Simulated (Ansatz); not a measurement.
C₃H₇FSn, SMILES [CH3][SnH2][CH]=CF, a single point from an input written key by key

Computed with Ansatz's Python interface.

At the Python prompt:
```pycon
>>> import ansatz as az
>>> import numpy as np
>>> DECK = """
... crystal:
...   periodic: [false, false, false]
...   atoms:
...     - { symbol: C, position_ang: [-1.7903, 0.232, -0.6083] }
...     - { symbol: Sn, position_ang: [-0.2777, -1.1027, -0.1228] }
...     - { symbol: C, position_ang: [1.2047, -0.0714, 0.9477] }
...     - { symbol: C, position_ang: [1.9609, 0.9755, 0.4296] }
...     - { symbol: F, position_ang: [1.6036, 1.3927, -0.8398] }
...     - { symbol: H, position_ang: [-2.6333, -0.2385, -1.1847] }
...     - { symbol: H, position_ang: [-2.239, 0.7046, 0.3151] }
...     - { symbol: H, position_ang: [-1.3865, 1.112, -1.2515] }
...     - { symbol: H, position_ang: [0.4145, -1.7418, -1.5497] }
...     - { symbol: H, position_ang: [-0.9213, -2.3919, 0.886] }
...     - { symbol: H, position_ang: [1.4681, -0.4058, 1.9869] }
...     - { symbol: H, position_ang: [2.6732, 1.4802, 1.0256] }
... basis:
...   gaussian: { orbitals: def2-SVP }
... hamiltonian:
...   xc: { name: BHLYP }
... output:
...   forces: true
... accuracy: medium
... scf:
...   lower_state_search: standard
... """
>>> session = az.Session.from_yaml(DECK)
>>> report = session.plan(threads=1).execute().report
>>> print(f"E = {report['free_energy_ev']:.6f} eV = {report['free_energy_ev'] / 27.211386246:.7f} Ha")
E = -11761.781877 eV = -432.2375116 Ha
>>> print("converged:", report["converged"], " doubts:", report["published_state_doubts"] or "none")
converged: True  doubts: none
>>> symbols = ["C", "Sn", "C", "C", "F", "H", "H", "H", "H", "H", "H", "H"]
>>> state = report["mean_field"]["state"]
>>> print(f"mean field: {state['energy']['hartree']:.7f} Ha, <S^2> = {abs(state['spin_squared']):.4f}, stability: {state.get('stability', {}).get('kind')}")
mean field: -432.2375116 Ha, <S^2> = 0.0000, stability: minimum
>>> forces = np.array(report["forces_ev_ang"])
>>> print("largest force", round(float(np.linalg.norm(forces, axis=1).max()), 4), "eV/A, rms", round(float(np.sqrt((forces ** 2).mean())), 4))
largest force 6.1746 eV/A, rms 1.4968
>>> charges = report["charge_distribution"]
>>> print("dipole moment", round(4.803205 * float(np.linalg.norm(charges["dipole_moment_e_ang"])), 3), "D")
dipole moment 1.456 D
>>> print("Mulliken:", [(s, round(q, 3)) for s, q in zip(symbols, charges["mulliken_charges_e"])])
Mulliken: [('C', -0.33), ('Sn', 0.611), ('C', -0.336), ('C', 0.28), ('F', -0.275), ('H', 0.061), ('H', 0.061), ('H', 0.076), ('H', -0.124), ('H', -0.133), ('H', 0.065), ('H', 0.045)]
```

What to keep in mind:
- These settings explore the input space; basis and method may be short of convergence.
- The geometry is a force-field or estimated start, not a minimum of this method, and the basis set is short of its limit.
- def2 sets replace the cores of elements past krypton by effective core potentials.
- The whole script took 7.4 s on 1 thread of Arm Neoverse V1 (shared host), peak memory 0.32 GiB.
